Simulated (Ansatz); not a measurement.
# ClFH4SSi2: rotation by 120° about the Si4–S5 bond

Aim: the minimum-energy path and barrier of the rotation by 120° about the Si4–S5 bond. The ends are relaxed first, then joined by a nudged elastic band. SMILES of the start: F[SiH](Cl)[SiH2]S.

All numbers below are computed with Ansatz 0.2.0 (RKS PBE0/6-31G*).

### 1 The structure to begin with

Bond lengths: F1–Si2 1.621 Å, Si2–Cl3 2.049 Å, Si2–Si4 2.374 Å, Si4–S5 2.125 Å, Si2–H6 1.488 Å, Si4–H7 1.464 Å, Si4–H8 1.486 Å, S5–H9 1.327 Å. Angles: F1–Si2–Cl3 109.3°, F1–Si2–Si4 108.9°, F1–Si2–H6 110.3°, Cl3–Si2–Si4 111.0°, Cl3–Si2–H6 105.3°, Si4–Si2–H6 112.0°, Si2–Si4–S5 111.9°, Si2–Si4–H7 111.3°, Si2–Si4–H8 109.0°, S5–Si4–H7 110.1°, S5–Si4–H8 106.2°, H7–Si4–H8 108.2°, Si4–S5–H9 94.0°.

Structure file:

```xyz
9

F    -2.0130   -0.7793    1.6705
Si   -1.4247    0.2569    0.5711
Cl   -1.3420    2.1351    1.3870
Si    0.7318   -0.4757   -0.0977
S     1.5245    0.7237   -1.6628
H    -2.3584    0.3711   -0.5821
H     1.6586   -0.5032    1.0354
H     0.6276   -1.8537   -0.6444
H     2.6841    0.0788   -1.6941
```

### 2 Relaxing end A

input.yaml reads:

```yaml
crystal:
  periodic: [false, false, false]
  atoms:
    - { symbol: F, position_ang: [-2.013, -0.7793, 1.6705] }
    - { symbol: Si, position_ang: [-1.4247, 0.2569, 0.5711] }
    - { symbol: Cl, position_ang: [-1.342, 2.1351, 1.387] }
    - { symbol: Si, position_ang: [0.7318, -0.4757, -0.0977] }
    - { symbol: S, position_ang: [1.5245, 0.7237, -1.6628] }
    - { symbol: H, position_ang: [-2.3584, 0.3711, -0.5821] }
    - { symbol: H, position_ang: [1.6586, -0.5032, 1.0354] }
    - { symbol: H, position_ang: [0.6276, -1.8537, -0.6444] }
    - { symbol: H, position_ang: [2.6841, 0.0788, -1.6941] }
basis:
  gaussian: { orbitals: "6-31G*" }
hamiltonian:
  xc: pbe0
relax:
  f_tol: 0.015
  max_steps: 40
```

Run with:

```sh
ansatz run input.yaml --threads 2 --pin off --max-ram 3072MiB --backend cpu --events-out ev --progress --plain --runs-dir out
```

Standard output, shortened:

```text
Warning: RAYON_NUM_THREADS=2 ignored (pool sized by the plan → 2); use --threads N
[...]
Functional definition: PBE0
[...]
981 factors; integrals over basis functions are off by at most 6.7e-4 eV
[...]
mean field -41879.73451831 eV, -1539.0518564444 hartree, gradient 3.2e-5 eV, S^2 0.000000; 0 other end points of the search recorded, 0 dependent functions left out
[...]
reference -41879.73454853 eV, -1539.0518575550 hartree; 37, 37 occupied and 62, 62 virtual orbitals, 981 factors
relax step   1: F+E_penalty+E_count = -41879.73451831 eV  Δ(F+E_penalty+E_count) = +0.000e0 eV  max|allowed force component| = 7.484e-1 eV/Å  Δτ_max = 0.0000 Å  (24 SCF iters, accepted)
[...]
relax step   3: F+E_penalty+E_count = -41879.79711205 eV  Δ(F+E_penalty+E_count) = -1.327e-2 eV  max|allowed force component| = 2.333e-1 eV/Å  Δτ_max = 0.0891 Å  (28 SCF iters, accepted)
[...]
relax step   5: F+E_penalty+E_count = -41879.80383811 eV  Δ(F+E_penalty+E_count) = -1.070e-3 eV  max|allowed force component| = 7.774e-2 eV/Å  Δτ_max = 0.0217 Å  (29 SCF iters, accepted)
[...]
relax step   7: F+E_penalty+E_count = -41879.80511754 eV  Δ(F+E_penalty+E_count) = -2.912e-4 eV  max|allowed force component| = 4.068e-2 eV/Å  Δτ_max = 0.0360 Å  (28 SCF iters, accepted)
[...]
relax step   8: F+E_penalty+E_count = -41879.80521362 eV  Δ(F+E_penalty+E_count) = -9.609e-5 eV  max|allowed force component| = 2.373e-2 eV/Å  Δτ_max = 0.0054 Å  (22 SCF iters, accepted)
[...]
relax step   9: F+E_penalty+E_count = -41879.80529164 eV  Δ(F+E_penalty+E_count) = -7.802e-5 eV  max|allowed force component| = 5.783e-3 eV/Å  Δτ_max = 0.0111 Å  (23 SCF iters, accepted)
981 factors; integrals over basis functions are off by at most 6.8e-4 eV
mean field -41879.80529164 eV, -1539.0544573162 hartree, gradient 1.1e-5 eV, S^2 0.000000; 1 other end points of the search recorded, 0 dependent functions left out
[...]
reference -41879.80532156 eV, -1539.0544584157 hartree; 37, 37 occupied and 62, 62 virtual orbitals, 981 factors
Total energy: -41879.80532156 eV, -1539.0544584157 hartree
Atom 0 at    -2.013440    -0.753119     1.608608 Å, force    -0.001806    -0.002857     0.004444 eV/Å
Atom 1 at    -1.385641     0.254024     0.521275 Å, force    -0.001385     0.005783     0.002938 eV/Å
Atom 2 at    -1.269780     2.126172     1.363930 Å, force    -0.001493     0.000201    -0.002811 eV/Å
Atom 3 at     0.750360    -0.509391    -0.046754 Å, force     0.000547     0.001073    -0.001087 eV/Å
Atom 4 at     1.496768     0.831189    -1.553801 Å, force     0.000585    -0.002596     0.000993 eV/Å
Atom 5 at    -2.329989     0.344808    -0.619036 Å, force     0.001094    -0.001268    -0.000394 eV/Å
Atom 6 at     1.618651    -0.538677     1.162758 Å, force    -0.000678    -0.002286     0.000020 eV/Å
Atom 7 at     0.641764    -1.896546    -0.582050 Å, force     0.001595     0.001429    -0.003378 eV/Å
Atom 8 at     2.579807     0.095240    -1.872029 Å, force     0.001540     0.000521    -0.000724 eV/Å
Dipole moment:     0.240171    -0.371079    -0.217162 e Å
```

Run time: 37 s. Hardware: 2 threads of Arm Neoverse V1, shared host; peak memory 0.23 GiB.

The steps of the relaxation:

```
step  energy from step 1 (eV)  largest force component (eV/Å)
   1                   0.0000                          0.7484
   2                  -0.0493                          0.2979
   3                  -0.0626                          0.2333
   4                  -0.0683                          0.1321
   5                  -0.0693                          0.0777
   6                  -0.0703                          0.0170
   7                  -0.0706                          0.0407
   8                  -0.0707                          0.0237
   9                  -0.0708                          0.0058
```

Step 1 is the start.

After: Bond lengths: F1–Si2 1.610 Å, Si2–Cl3 2.056 Å, Si2–Si4 2.338 Å, Si4–S5 2.151 Å, Si2–H6 1.483 Å, Si4–H7 1.489 Å, Si4–H8 1.491 Å, S5–H9 1.348 Å. Angles: F1–Si2–Cl3 108.4°, F1–Si2–Si4 108.4°, F1–Si2–H6 108.0°, Cl3–Si2–Si4 110.2°, Cl3–Si2–H6 107.2°, Si4–Si2–H6 114.5°, Si2–Si4–S5 106.5°, Si2–Si4–H7 110.0°, Si2–Si4–H8 108.9°, S5–Si4–H7 112.3°, S5–Si4–H8 110.7°, H7–Si4–H8 108.4°, Si4–S5–H9 96.0°.

### 3 Relaxing end B

The second end starts from a geometry with the move made by hand.

input.yaml: that of step 2 with these lines changed.

```diff
@@ -11,3 +11,3 @@
     - { symbol: H, position_ang: [0.6276, -1.8537, -0.6444] }
-    - { symbol: H, position_ang: [2.6841, 0.0788, -1.6941] }
+    - { symbol: H, position_ang: [1.42257, 1.85317, -0.97327] }
 basis:
@@ -19 +19,3 @@
   max_steps: 40
+output:
+  orbitals: {}
```

Run with:

```sh
ansatz run input.yaml --threads 2 --pin off --max-ram 3072MiB --backend cpu --events-out ev --progress --plain --runs-dir out
```

Standard output, shortened:

```text
Warning: RAYON_NUM_THREADS=2 ignored (pool sized by the plan → 2); use --threads N
[...]
[... 1 set-up line as earlier in the session ...]
[...]
982 factors; integrals over basis functions are off by at most 6.7e-4 eV
[...]
mean field -41879.80962914 eV, -1539.0546167165 hartree, gradient 8.8e-6 eV, S^2 0.000000; 0 other end points of the search recorded, 0 dependent functions left out
[...]
reference -41879.80965879 eV, -1539.0546178059 hartree; 37, 37 occupied and 62, 62 virtual orbitals, 982 factors
relax step   1: F+E_penalty+E_count = -41879.80962914 eV  Δ(F+E_penalty+E_count) = +0.000e0 eV  max|allowed force component| = 5.810e-1 eV/Å  Δτ_max = 0.0000 Å  (25 SCF iters, accepted)
[...]
relax step   3: F+E_penalty+E_count = -41879.85254390 eV  Δ(F+E_penalty+E_count) = -1.113e-2 eV  max|allowed force component| = 3.020e-1 eV/Å  Δτ_max = 0.1138 Å  (28 SCF iters, accepted)
[...]
Total energy: -41879.86065724 eV, -1539.0564919646 hartree
Atom 0 at    -2.004235    -0.690811     1.728515 Å, force    -0.003136    -0.000985     0.000050 eV/Å
Atom 1 at    -1.408143     0.223464     0.545214 Å, force     0.005173     0.007312     0.002026 eV/Å
Atom 2 at    -1.231827     2.154958     1.253501 Å, force    -0.001131    -0.006682    -0.004146 eV/Å
Atom 3 at     0.717865    -0.508653    -0.092209 Å, force     0.001677     0.001802    -0.002770 eV/Å
Atom 4 at     1.476094     0.787264    -1.630123 Å, force    -0.000212    -0.005240     0.001905 eV/Å
Atom 5 at    -2.401082     0.257106    -0.556357 Å, force    -0.001692    -0.000016     0.002569 eV/Å
Atom 6 at     1.614130    -0.570153     1.095658 Å, force    -0.000780    -0.000057    -0.002435 eV/Å
Atom 7 at     0.641888    -1.847095    -0.735890 Å, force     0.000846     0.002601     0.000704 eV/Å
Atom 8 at     1.422282     1.921990    -0.904580 Å, force    -0.000746     0.001264     0.002098 eV/Å
Dipole moment:     0.055959    -0.133469    -0.052980 e Å
```

Run time: 36 s. Hardware: 2 threads of Arm Neoverse V1, shared host; peak memory 0.23 GiB.

Step by step:

```csv
step,energy from step 1 (eV),largest force component (eV/Å)
1,0.0000,0.5810
2,-0.0318,0.3639
3,-0.0429,0.3020
4,-0.0477,0.1018
5,-0.0487,0.0389
6,-0.0493,0.0278
7,-0.0505,0.0641
8,-0.0510,0.0257
9,-0.0510,0.0073
```

Step 1 is the start.

After: Bond lengths: F1–Si2 1.610 Å, Si2–Cl3 2.065 Å, Si2–Si4 2.337 Å, Si4–S5 2.149 Å, Si2–H6 1.483 Å, Si4–H7 1.489 Å, Si4–H8 1.487 Å, S5–H9 1.348 Å. Angles: F1–Si2–Cl3 108.1°, F1–Si2–Si4 111.1°, F1–Si2–H6 108.1°, Cl3–Si2–Si4 108.0°, Cl3–Si2–H6 106.9°, Si4–Si2–H6 114.4°, Si2–Si4–S5 109.1°, Si2–Si4–H7 110.0°, Si2–Si4–H8 110.7°, S5–Si4–H7 112.5°, S5–Si4–H8 104.5°, H7–Si4–H8 109.8°, Si4–S5–H9 96.2°.

### 4 Nudged elastic band

crystal.atoms is end A as relaxed above, and neb.final_atoms is end B, turned to lie on A. With 9 inner images the band has 11 in all.

input.yaml reads:

```yaml
crystal:
  periodic: [false, false, false]
  atoms:
    - { symbol: F, position_ang: [-2.01344, -0.753119, 1.608608] }
    - { symbol: Si, position_ang: [-1.385641, 0.254024, 0.521275] }
    - { symbol: Cl, position_ang: [-1.26978, 2.126172, 1.36393] }
    - { symbol: Si, position_ang: [0.75036, -0.509391, -0.046754] }
    - { symbol: S, position_ang: [1.496768, 0.831189, -1.553801] }
    - { symbol: H, position_ang: [-2.329989, 0.344808, -0.619036] }
    - { symbol: H, position_ang: [1.618651, -0.538677, 1.162758] }
    - { symbol: H, position_ang: [0.641764, -1.896546, -0.58205] }
    - { symbol: H, position_ang: [2.579807, 0.09524, -1.872029] }
basis:
  gaussian: { orbitals: "6-31G*" }
hamiltonian:
  xc: pbe0
neb:
  order_check: false
  images: 9
  f_tol: 0.05
  max_iterations: 60
  initial_path: idpp
  final_atoms:
    - { symbol: F, position_ang: [-1.95443369, -0.47460023, 1.71148762] }
    - { symbol: Si, position_ang: [-1.25537605, 0.22680272, 0.44232332] }
    - { symbol: Cl, position_ang: [-0.85351461, 2.19117863, 0.93543745] }
    - { symbol: Si, position_ang: [0.76992981, -0.8145124, -0.08304548] }
    - { symbol: S, position_ang: [1.67472724, 0.20525809, -1.74464149] }
    - { symbol: H, position_ang: [-2.23769287, 0.2534802, -0.66891936] }
    - { symbol: H, position_ang: [1.65298609, -0.84782504, 1.11578857] }
    - { symbol: H, position_ang: [0.53731469, -2.19810591, -0.57608092] }
    - { symbol: H, position_ang: [1.7545594, 1.41202394, -1.14944869] }
```

Run with:

```sh
ansatz run input.yaml --threads 2 --pin off --max-ram 3072MiB --backend cpu --events-out ev --progress --plain --runs-dir out
```

Standard output, shortened:

```text
Warning: RAYON_NUM_THREADS=2 ignored (pool sized by the plan → 2); use --threads N
[...]
[... 1 set-up line as earlier in the session ...]
[...]
981 factors; integrals over basis functions are off by at most 6.7e-4 eV
[...]
mean field -41879.80529371 eV, -1539.0544573923 hartree, gradient 3.2e-5 eV, S^2 0.000000; 0 other end points of the search recorded, 0 dependent functions left out
[...]
reference -41879.80532366 eV, -1539.0544584930 hartree; 37, 37 occupied and 62, 62 virtual orbitals, 981 factors
981 factors; integrals over basis functions are off by at most 6.9e-4 eV
[...]
mean field -41879.86061965 eV, -1539.0564905831 hartree, gradient 8.0e-6 eV, S^2 0.000000; 0 other end points of the search recorded, 0 dependent functions left out
[...]
reference -41879.86064948 eV, -1539.0564916792 hartree; 37, 37 occupied and 62, 62 virtual orbitals, 981 factors
[...]
Total energy: -41879.78164169 eV, -1539.0535881967 hartree
Atom 0 at    -1.963670    -0.618528     1.733545 Å, force    -0.013017     0.005094    -0.020135 eV/Å
Atom 1 at    -1.346745     0.292857     0.557529 Å, force     0.036636     0.008090     0.007469 eV/Å
Atom 2 at    -0.960564     2.161040     1.326040 Å, force    -0.000362    -0.010757     0.012105 eV/Å
Atom 3 at     0.641380    -0.677486    -0.206283 Å, force     0.000623     0.000614    -0.007713 eV/Å
Atom 4 at     1.411788     0.545605    -1.807597 Å, force    -0.010826    -0.007929    -0.019578 eV/Å
Atom 5 at    -2.381915     0.461301    -0.492691 Å, force    -0.016286    -0.006089     0.011459 eV/Å
Atom 6 at     1.648842    -0.724901     0.887969 Å, force    -0.019737     0.011086     0.006359 eV/Å
Atom 7 at     0.364561    -2.066957    -0.669427 Å, force     0.010141     0.002668     0.005203 eV/Å
Atom 8 at     2.674823     0.580769    -1.346184 Å, force     0.012829    -0.002776     0.004831 eV/Å
Dipole moment:     0.234947    -0.264379    -0.090057 e Å
this run last wrote the band of iteration 4 to <dir>
```

Run time: 2.6 min. Hardware: 2 threads of Arm Neoverse V1, shared host; peak memory 0.23 GiB.

### 5 What the band shows

Images 0 and 10 are the ends. Energies count from image 0; the path length is the program's own measure over all atoms.

| image | path (Å) | energy (eV) | dihedral Si2–Si4–S5–H9 (°) | band force (eV/Å) |
| --- | --- | --- | --- | --- |
| 0 | 0.000 | 0.0000 | -170 | - |
| 1 | 0.260 | 0.0028 | 176 | 0.014 |
| 2 | 0.521 | 0.0103 | 162 | 0.022 |
| 3 | 0.781 | 0.0192 | 148 | 0.026 |
| 4* | 1.041 | 0.0237 | 133 | 0.037 |
| 5 | 1.288 | 0.0195 | 119 | 0.029 |
| 6 | 1.534 | 0.0047 | 106 | 0.036 |
| 7 | 1.781 | -0.0163 | 93 | 0.035 |
| 8 | 2.028 | -0.0364 | 81 | 0.027 |
| 9 | 2.275 | -0.0502 | 70 | 0.018 |
| 10 | 2.522 | -0.0553 | 59 | - |

The star marks the climbing image.

image, energy (eV) and a bar:
```
        0      0.000 #####################
        1      0.003 ######################
        2      0.010 #########################
        3      0.019 ############################
        4      0.024 ##############################
        5      0.020 ############################
        6      0.005 #######################
        7     -0.016 ###############
        8     -0.036 #######
        9     -0.050 ##
       10     -0.055
```

How the highest energy settled:

```csv
iteration,highest image above image 0 (eV),largest band force (eV/Å)
1,0.1034,0.602
2,0.0340,0.232
3,0.0286,0.176
4,0.0237,0.037
```

The band as a trajectory file:

```xyz
9
image=0 dE=0.0000
F    -2.013   -0.753    1.609
Si   -1.386    0.254    0.521
Cl   -1.270    2.126    1.364
Si    0.750   -0.509   -0.047
S     1.497    0.831   -1.554
H    -2.330    0.345   -0.619
H     1.619   -0.539    1.163
H     0.642   -1.897   -0.582
H     2.580    0.095   -1.872
9
image=1 dE=0.0028
F    -2.001   -0.718    1.646
Si   -1.384    0.265    0.531
Cl   -1.195    2.138    1.357
Si    0.718   -0.552   -0.094
S     1.457    0.779   -1.611
H    -2.359    0.374   -0.581
H     1.623   -0.587    1.088
H     0.566   -1.943   -0.611
H     2.665    0.197   -1.742
9
image=2 dE=0.0103
F    -1.990   -0.683    1.678
Si   -1.376    0.275    0.540
Cl   -1.115    2.146    1.349
Si    0.687   -0.597   -0.138
S     1.425    0.715   -1.675
H    -2.377    0.406   -0.547
H     1.630   -0.630    1.013
H     0.496   -1.991   -0.631
H     2.709    0.313   -1.606
9
image=3 dE=0.0192
F    -1.978   -0.649    1.708
Si   -1.363    0.284    0.548
Cl   -1.036    2.153    1.337
Si    0.662   -0.640   -0.177
S     1.407    0.640   -1.740
H    -2.383    0.435   -0.518
H     1.639   -0.676    0.945
H     0.430   -2.035   -0.650
H     2.711    0.442   -1.470
9
image=4 dE=0.0237
F    -1.964   -0.619    1.734
Si   -1.347    0.293    0.558
Cl   -0.961    2.161    1.326
Si    0.641   -0.677   -0.206
S     1.412    0.546   -1.808
H    -2.382    0.461   -0.493
H     1.649   -0.725    0.888
H     0.365   -2.067   -0.669
H     2.675    0.581   -1.346
9
image=5 dE=0.0195
F    -1.949   -0.580    1.758
Si   -1.323    0.302    0.565
Cl   -0.887    2.169    1.313
Si    0.630   -0.717   -0.227
S     1.423    0.458   -1.854
H    -2.367    0.487   -0.474
H     1.654   -0.789    0.850
H     0.310   -2.096   -0.692
H     2.598    0.720   -1.255
9
image=6 dE=0.0047
F    -1.933   -0.546    1.777
Si   -1.297    0.314    0.572
Cl   -0.810    2.177    1.303
Si    0.624   -0.752   -0.237
S     1.451    0.362   -1.890
H    -2.348    0.515   -0.457
H     1.654   -0.861    0.831
H     0.255   -2.112   -0.720
H     2.492    0.858   -1.197
9
image=7 dE=-0.0163
F    -1.912   -0.509    1.797
Si   -1.267    0.326    0.580
Cl   -0.723    2.182    1.292
Si    0.622   -0.788   -0.242
S     1.481    0.278   -1.907
H    -2.322    0.547   -0.440
H     1.646   -0.945    0.826
H     0.207   -2.123   -0.754
H     2.357    0.986   -1.171
9
image=8 dE=-0.0364
F    -1.889   -0.467    1.818
Si   -1.231    0.338    0.588
Cl   -0.623    2.183    1.280
Si    0.621   -0.826   -0.244
S     1.500    0.216   -1.910
H    -2.291    0.584   -0.421
H     1.631   -1.036    0.829
H     0.169   -2.134   -0.790
H     2.200    1.095   -1.167
9
image=9 dE=-0.0502
F    -1.862   -0.421    1.841
Si   -1.193    0.351    0.596
Cl   -0.510    2.178    1.266
Si    0.620   -0.865   -0.246
S     1.509    0.176   -1.904
H    -2.256    0.626   -0.402
H     1.612   -1.128    0.832
H     0.140   -2.148   -0.825
H     2.028    1.185   -1.175
9
image=10 dE=-0.0553
F    -1.930   -0.591    1.703
Si   -1.243    0.207    0.486
Cl   -0.799    2.115    1.139
Si    0.754   -0.816   -0.168
S     1.646    0.330   -1.753
H    -2.245    0.345   -0.599
H     1.659   -0.967    1.006
H     0.489   -2.148   -0.774
H     1.757    1.479   -1.057
```

### 6 Vibrations at the top

The geometry is the highest inner image of the first converged band.

input.yaml reads:

```yaml
crystal:
  periodic: [false, false, false]
  atoms:
    - { symbol: F, position_ang: [-1.96367, -0.618528, 1.733545] }
    - { symbol: Si, position_ang: [-1.346745, 0.292857, 0.557529] }
    - { symbol: Cl, position_ang: [-0.960564, 2.16104, 1.32604] }
    - { symbol: Si, position_ang: [0.64138, -0.677486, -0.206283] }
    - { symbol: S, position_ang: [1.411788, 0.545605, -1.807597] }
    - { symbol: H, position_ang: [-2.381915, 0.461301, -0.492691] }
    - { symbol: H, position_ang: [1.648842, -0.724901, 0.887969] }
    - { symbol: H, position_ang: [0.364561, -2.066957, -0.669427] }
    - { symbol: H, position_ang: [2.674823, 0.580769, -1.346184] }
basis:
  gaussian: { orbitals: "6-31G*" }
hamiltonian:
  xc: pbe0
phonons: {}
```

Run with:

```sh
ansatz run input.yaml --threads 2 --pin off --max-ram 3072MiB --backend cpu --events-out ev --progress --plain --runs-dir out
```

Standard output, shortened:

```text
Warning: RAYON_NUM_THREADS=2 ignored (pool sized by the plan → 2); use --threads N
[...]
[... 1 set-up line as earlier in the session ...]
[...]
981 factors; integrals over basis functions are off by at most 6.4e-4 eV
[...]
mean field -41879.78162185 eV, -1539.0535874674 hartree, gradient 3.6e-5 eV, S^2 0.000000; 0 other end points of the search recorded, 0 dependent functions left out
[...]
reference -41879.78165195 eV, -1539.0535885734 hartree; 37, 37 occupied and 62, 62 virtual orbitals, 981 factors
[...]
981 factors; integrals over basis functions are off by at most 6.4e-4 eV
[...]
mean field -41879.78156744 eV, -1539.0535854678 hartree, gradient 6.9e-7 eV, S^2 0.000000; 0 other end points of the search recorded, 0 dependent functions left out
[...]
reference -41879.78159754 eV, -1539.0535865740 hartree; 37, 37 occupied and 62, 62 virtual orbitals, 981 factors
[...]
981 factors; integrals over basis functions are off by at most 6.4e-4 eV
[...]
WARN: phonons: modes at or below zero, which the zero-point energy, F, S and C_V leave out: 1, the lowest at -163.53 cm⁻¹. A minimum has none, and a first-order saddle one
[...]
Total energy: -41879.78165195 eV, -1539.0535885734 hartree
Atom 0 at    -1.963670    -0.618528     1.733545 Å, force    -0.013032     0.005054    -0.020196 eV/Å
Atom 1 at    -1.346745     0.292857     0.557529 Å, force     0.036648     0.008087     0.007533 eV/Å
Atom 2 at    -0.960564     2.161040     1.326040 Å, force    -0.000353    -0.010720     0.012096 eV/Å
Atom 3 at     0.641380    -0.677486    -0.206283 Å, force     0.000612     0.000605    -0.007622 eV/Å
Atom 4 at     1.411788     0.545605    -1.807597 Å, force    -0.010831    -0.007905    -0.019641 eV/Å
Atom 5 at    -2.381915     0.461301    -0.492691 Å, force    -0.016286    -0.006087     0.011455 eV/Å
Atom 6 at     1.648842    -0.724901     0.887969 Å, force    -0.019741     0.011071     0.006357 eV/Å
Atom 7 at     0.364561    -2.066957    -0.669427 Å, force     0.010142     0.002676     0.005203 eV/Å
Atom 8 at     2.674823     0.580769    -1.346184 Å, force     0.012841    -0.002782     0.004814 eV/Å
Dipole moment:     0.234948    -0.264380    -0.090057 e Å
Vibrations: -163.53 35.82 72.83 154.65 193.64 254.72 411.98 478.35 521.47 575.27 651.03 758.99 784.01 826.35 843.27 911.93 939.06 2248.91 2270.00 2293.95 2744.33 cm⁻¹, zero-point energy 1.114033 eV
```

It took 2.1 min on 2 threads of Arm Neoverse V1, shared host; peak memory 0.22 GiB.

Of 21 modes, 1 is imaginary by more than 30 cm⁻¹ (164i cm⁻¹).

### 7 What came out

```
                    quantity                    value
                       end A  8 moves, 0.071 eV lower
                       end B  8 moves, 0.051 eV lower
            barrier forwards                 0.024 eV
           barrier backwards                 0.079 eV
second end relative to first                -0.055 eV
               highest image   4 of 0 to 10, climbing
             band iterations                        4
  imaginary modes at the top                164i cm⁻¹
```

What this shows: The top lies 0.024 eV above the first end, or 0.9 kT at room temperature. Going back costs 0.079 eV, since the second end is 0.055 eV below the first. The listed dihedral goes from -170° at end A through 133° at the highest image to 59° at end B. One imaginary mode, as a first-order saddle point has. These are electronic energies, with no zero-point or thermal terms.
